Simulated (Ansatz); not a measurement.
# C6H5F3Ti: how energies converge with the basis set

How large a basis does C6H5F3Ti need? Two functionals are run in growing sets.

Computed with Ansatz 0.2.0, Gaussian basis. Level: one geometry, several basis sets.

Plan: PBE0-D4/def2-SVP; ωB97M-V/def2-SVP; PBE0-D4/def2-QZVPP; ωB97M-V/def2-QZVPP; the functionals' def2-TZVPP values are taken from earlier runs.

**1. The relaxed structure**

All runs share one geometry, relaxed beforehand with PBE0-D4 in a triple-zeta def2 set.

SMILES `[F][Ti]([F])([F])[c]1ccccc1`, 15 atoms, charge 0, spin multiplicity 1.

Atoms are counted from 1 here; the program's logs count them from 0.

Bond lengths: F1–Ti2 1.752 Å, Ti2–F3 1.752 Å, Ti2–F4 1.751 Å, Ti2–C5 2.028 Å, C5–C6 1.397 Å, C5–C10 1.397 Å, C6–C7 1.386 Å, C6–H11 1.086 Å, C7–C8 1.388 Å, C7–H12 1.084 Å, C8–C9 1.388 Å, C8–H13 1.084 Å, C9–C10 1.386 Å, C9–H14 1.084 Å, C10–H15 1.086 Å. Angles: F1–Ti2–F3 113.7°, F1–Ti2–F4 111.6°, F1–Ti2–C5 106.2°, F3–Ti2–F4 111.6°, F3–Ti2–C5 106.3°, F4–Ti2–C5 106.9°, Ti2–C5–C6 120.3°, Ti2–C5–C10 120.4°, C6–C5–C10 119.3°, C5–C6–C7 120.3°, C5–C6–H11 120.5°, C7–C6–H11 119.2°, C6–C7–C8 119.9°, C6–C7–H12 120.0°, C8–C7–H12 120.1°, C7–C8–C9 120.3°, C7–C8–H13 119.8°, C9–C8–H13 119.8° and more.

**2. PBE0-D4 in def2-SVP**

File in.yaml:

```yaml
crystal:
  periodic: [false, false, false]
  atoms:
    - {symbol: F, position_ang: [-0.729204, -3.397008, 0.522345]}
    - {symbol: Ti, position_ang: [0.647862, -2.497819, -0.082093]}
    - {symbol: F, position_ang: [2.090758, -2.675764, 0.895955]}
    - {symbol: F, position_ang: [0.963843, -2.856794, -1.766889]}
    - {symbol: C, position_ang: [0.132921, -0.539172, 0.017128]}
    - {symbol: C, position_ang: [1.116648, 0.441113, 0.165781]}
    - {symbol: C, position_ang: [0.770080, 1.783445, 0.183236]}
    - {symbol: C, position_ang: [-0.560509, 2.156122, 0.053379]}
    - {symbol: C, position_ang: [-1.547207, 1.190925, -0.091407]}
    - {symbol: C, position_ang: [-1.203112, -0.152079, -0.109125]}
    - {symbol: H, position_ang: [2.160391, 0.162505, 0.276011]}
    - {symbol: H, position_ang: [1.537656, 2.539988, 0.300424]}
    - {symbol: H, position_ang: [-0.830718, 3.205934, 0.068325]}
    - {symbol: H, position_ang: [-2.585973, 1.485655, -0.188216]}
    - {symbol: H, position_ang: [-1.985234, -0.897752, -0.215452]}
basis:
  gaussian: {orbitals: def2-SVP}
hamiltonian: {xc: pbe0, dispersion: d4}
output: {orbitals: {seedname: orbitals}}
```

Command:

```console
> ansatz run in.yaml --threads 4 --pin off --events-out ev --progress --plain --max-ram 66560MiB --backend cpu
```

After this run come: ωB97M-V in def2-SVP; PBE0-D4 in def2-QZVPP; ωB97M-V in def2-QZVPP.

Q: Predict the results of all the runs planned. Wanted: PBE0-D4: double and triple zeta above quadruple; ωB97M-V: double and triple zeta above quadruple.

The runs gave:

| quantity | value |
| --- | --- |
| PBE0-D4: double and triple zeta above quadruple | 21.13, 1.19 eV |
| ωB97M-V: double and triple zeta above quadruple | 21.52, 1.10 eV |

PBE0-D4 gains 19.95 eV from double to triple zeta, then 1.19 eV more. Total energies overstate the basis error of differences, where much of it tends to cancel.
